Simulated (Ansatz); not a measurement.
**Cadmium, simple cubic: r²SCAN0 at the r²SCAN geometry**

Aim: see what exact exchange does to the levels, and what it costs. Spin polarisation is left out. The cell comes from an earlier r²SCAN relaxation. Exact exchange is dear, so the k-mesh is coarse, and r²SCAN is run on the same mesh for comparison.

Computed with Ansatz 0.2.0 (DFT, plane waves (500 eV) with PBE-made PAW files, scalar-relativistic; functionals as named at each step, unless a step says otherwise).

Symmetry: Pm-3m, No. 221, cubic system. Conventional cell: a = 2.941 Å, b = 2.941 Å, c = 2.941 Å, α = 90.00°, β = 90.00°, γ = 90.00°. Cd (site symmetry m-3m) is surrounded by 6 Cd at 2.94 Å.

Coordinates:

```cif
data_structure
_symmetry_space_group_name_H-M 'Pm-3m'
_symmetry_Int_Tables_number 221
_cell_length_a 2.9406
_cell_length_b 2.9406
_cell_length_c 2.9406
_cell_angle_alpha 90.000
_cell_angle_beta 90.000
_cell_angle_gamma 90.000
_cell_volume 25.43
loop_
_atom_site_label
_atom_site_type_symbol
_atom_site_symmetry_multiplicity
_atom_site_Wyckoff_symbol
_atom_site_fract_x
_atom_site_fract_y
_atom_site_fract_z
_atom_site_occupancy
Cd1 Cd 1 a 0.00000 0.00000 0.00000 1
```

| quantity | value |
| --- | --- |
| r²SCAN: gap | none (levels filled in part) |
| r²SCAN0: gap | none (levels filled in part) |
| r²SCAN0: SCF cycles, exchange loops | 15, 2 |
| r²SCAN0: CPU time over that of r²SCAN | 9.8 |
| r²SCAN0: relative to hcp | +230 meV/atom |

What this shows: Both r²SCAN and r²SCAN0 leave levels filled in part. r²SCAN0 cost 9.8 times the CPU time of r²SCAN. r²SCAN0 needed 2 outer loops of the exchange operator. To compare with dense-mesh energies, the change of r²SCAN from this mesh and smearing to its dense run (+39.0 meV/atom, from a run not shown) is added. Under r²SCAN0 it lies 230 meV/atom above hcp (computed apart in the same way); on such meshes a few tens of meV are uncertain for metals. Absolute energies differ from functional to functional, by eV per atom at times, and say nothing by themselves.

Q: Write an input and a launch command for the first run that leads to these results.

A: The one that was run. It is one of several that fit.

The run with r²SCAN.

Input file input.yaml:

```yaml
crystal:
  lattice:
    - [2.9406369434, 0.0, 0.0]
    - [0.0, 2.9406369434, 0.0]
    - [0.0, 0.0, 2.9406369434]
  atoms:
    - { symbol: Cd, position: [0.0, 0.0, 0.0] }
hamiltonian:
  xc: r2scan
  pseudopotentials:
    kind: paw
    azcp:
      Cd: "pseudopotentials/Cd.paw.azcp"
basis:
  ecutwfc: 500
  fft_grid_basis: typed
kpoints:
  mp_grid: { grid: [6, 6, 6], shift: [0, 0, 0] }
magnetization:
  spin_polarized: false
scf:
  occupations: { method: fermi_dirac, width: 0.1 }
```

Started as:

```
$ ansatz run input.yaml --threads 4 --pin off --max-ram 8192MiB --backend cpu --events-out ev --progress --plain --runs-dir out
```
